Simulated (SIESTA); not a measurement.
TaTi3:

```
CELL_PARAMETERS angstrom
-1.99787 1.99787 4.39796
1.99787 -1.99787 4.39796
1.99787 1.99787 -4.39796
ATOMIC_POSITIONS crystal
Ta 0.00000 0.00000 0.00000
Ti 0.50000 0.50000 0.00000
Ti 0.25000 0.75000 0.50000
Ti 0.75000 0.25000 0.50000
```

The cell comes from a database or a generator and needn't be the stable form of this composition.

- Program: SIESTA 5.4.2
- Task: single point
- Functional: PBEsol
- Potentials or basis: PseudoDojo 0.4 standard (PBEsol files)
- Basis: DZP (energy shift 0.003 Ry; two zetas on semicore shells)
- Grid cutoff: 800 Ry
- Energy shift: 0.003 Ry
- k mesh: 9 × 9 × 9
- Occupations: fermi-dirac, width 0.05 eV
- Spin: no spin polarisation

On this cell: pressure -4.3 GPa; largest force under 0.003 eV/Å; band gap on the k mesh none (metal or under the smearing width).

The same run follows on a disturbed copy (atoms moved at random, drawn with an rms of 0.05 Å):

```
Ta Ti
1.0
    -1.99787    1.99787    4.39796
     1.99787   -1.99787    4.39796
     1.99787    1.99787   -4.39796
Ta Ti
1 3
Direct
  0.99588 0.99528 0.98930
  0.49654 0.48641 0.99642
  0.26398 0.74440 0.50924
  0.76193 0.25482 0.50897
```

What changes?

The energy (extrapolated to zero smearing) moves by +5.9 meV/atom; pressure -4.1 GPa; largest force 0.384 eV/Å; band gap on the k mesh none (metal or under the smearing width).

Forces on the atoms (eV/Å):
```
Ta   0.031  0.383 -0.003
Ti   0.051 -0.117  0.218
Ti   0.082 -0.277 -0.039
Ti  -0.163  0.012 -0.176
```

Stress tensor (GPa, compression positive):
```
-4.04 -0.07  0.04
-0.07 -3.83 -0.08
 0.04 -0.08 -4.49
```

Caveats: short orbitals over semicore shells can move pressures by several GPa; the basis of atomic orbitals isn't converged, which shifts pressures, moduli and gaps.
